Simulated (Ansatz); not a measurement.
# Si8Sn5Ge4Pb7: the cost of one run

All numbers below are computed with Ansatz 0.2.0 (DFT PBE, scalar-relativistic, plane waves, PAW).

## Step 1: The system as given

The cell holds 24 atoms (Ge4Pb7Si8Sn5): a = 8.732 Å, b = 8.732 Å, c = 10.695 Å, α = 90.00°, β = 90.00°, γ = 120.00°.

The sites of an ideal diamond lattice, at a guessed lattice constant, take 5 Sn, 4 Ge, 8 Si, 7 Pb (sublattices apart by semicolons), with a shake of 0.02 Å. Warren-Cowley parameters of the first shell (negative: unlike neighbours preferred): Ge-Pb -0.07, Ge-Si -0.12, Ge-Sn +0.10, Pb-Si +0.14, Pb-Sn +0.14, Si-Sn +0.10. In a cell this small the draw can fall short of the order aimed at.

Structure file:

```
CELL_PARAMETERS angstrom
-6.17457 -6.17457 0.00000
0.00000 6.17457 6.17457
-6.17457 6.17457 -6.17457
ATOMIC_POSITIONS crystal
Si 0.83533 0.16669 0.66487
Si 0.66893 0.33358 0.33250
Si 0.50049 0.50349 0.00177
Si 0.83032 0.66501 0.66630
Si 0.66970 0.83209 0.33154
Si 0.33110 0.16800 0.91749
Si 0.66550 0.33630 0.58165
Si 0.49423 0.99633 0.25184
Ge 0.33343 0.16602 0.66877
Ge 0.00776 0.50247 0.00103
Ge 0.67050 0.83758 0.58340
Ge 0.16503 0.83312 0.58245
Sn 0.50255 0.00193 0.00123
Sn 0.00192 0.00132 0.00111
Sn 0.16547 0.82959 0.33391
Sn 0.83263 0.16719 0.91916
Sn 0.99905 0.49758 0.25107
Pb 0.16430 0.33208 0.33705
Pb 0.32969 0.66833 0.66240
Pb 0.16532 0.33226 0.58154
Pb 0.49966 0.49966 0.24826
Pb 0.33420 0.66833 0.91709
Pb 0.83446 0.66863 0.91945
Pb 0.00514 0.00031 0.25200
```

## Step 2: Relaxing on a coarse mesh

A cheap relaxation: coarse mesh, no symmetry, loose thresholds.

input.yaml

```yaml
crystal:
  lattice:
    - [-6.17456868, -6.17456868, 0.0]
    - [0.0, 6.17456868, 6.17456868]
    - [-6.17456868, 6.17456868, -6.17456868]
  atoms:
    - { symbol: Si, position: [0.8353272169, 0.1666873359, 0.6648685136] }
    - { symbol: Si, position: [0.6689309743, 0.3335832354, 0.3325016633] }
    - { symbol: Si, position: [0.5004917209, 0.5034853159, 0.0017735154] }
    - { symbol: Si, position: [0.8303177265, 0.6650066154, 0.6662997053] }
    - { symbol: Si, position: [0.6697045764, 0.8320910239, 0.3315435299] }
    - { symbol: Si, position: [0.3311047331, 0.1680044131, 0.9174868746] }
    - { symbol: Si, position: [0.6654975852, 0.3363035972, 0.5816473927] }
    - { symbol: Si, position: [0.494229861, 0.9963348687, 0.2518400076] }
    - { symbol: Ge, position: [0.3334306424, 0.1660217512, 0.6687684132] }
    - { symbol: Ge, position: [0.0077619448, 0.5024650783, 0.0010308179] }
    - { symbol: Ge, position: [0.67050312, 0.8375761424, 0.5834004829] }
    - { symbol: Ge, position: [0.1650302076, 0.8331184625, 0.5824455368] }
    - { symbol: Sn, position: [0.5025469563, 0.0019333556, 0.0012255398] }
    - { symbol: Sn, position: [0.0019217517, 0.0013188461, 0.001112645] }
    - { symbol: Sn, position: [0.1654662438, 0.8295851052, 0.3339100205] }
    - { symbol: Sn, position: [0.8326316677, 0.1671864637, 0.919163142] }
    - { symbol: Sn, position: [0.9990519732, 0.4975841601, 0.2510712553] }
    - { symbol: Pb, position: [0.1642956601, 0.3320791721, 0.3370537197] }
    - { symbol: Pb, position: [0.3296892317, 0.6683251803, 0.6623955082] }
    - { symbol: Pb, position: [0.1653199609, 0.3322580313, 0.5815396476] }
    - { symbol: Pb, position: [0.4996604373, 0.4996581634, 0.2482622997] }
    - { symbol: Pb, position: [0.3342003806, 0.6683274363, 0.9170901621] }
    - { symbol: Pb, position: [0.8344629042, 0.6686339531, 0.9194489158] }
    - { symbol: Pb, position: [0.0051357277, 0.000311763, 0.2519991702] }
  symmetry: { detect: false }
basis:
  ecutwfc: 420
kpoints:
  mp_grid: { grid: [2, 2, 2], shift: [0.5, 0.5, 0.5] }
hamiltonian:
  xc: pbe
scf:
  occupations: { method: gaussian, width: 0.1 }
  lower_state_search: "off"
output:
  forces: true
  stress: true
  eigenvalues: true
relax:
  adjacent_minimum: "off"
  f_tol: 0.04
  max_steps: 50
  cell: { stress_tol: 0.3 }
```

Command:

```
$ ansatz run input.yaml --threads 4 --pin off --max-ram 9216MiB --backend cpu --events-out ev --progress --plain --runs-dir out
```

**Question.** How long does this run take on 4 threads of Arm Neoverse V2, shared host, and how much memory does it need?

About 5 min, with a peak of 2.3 GiB.
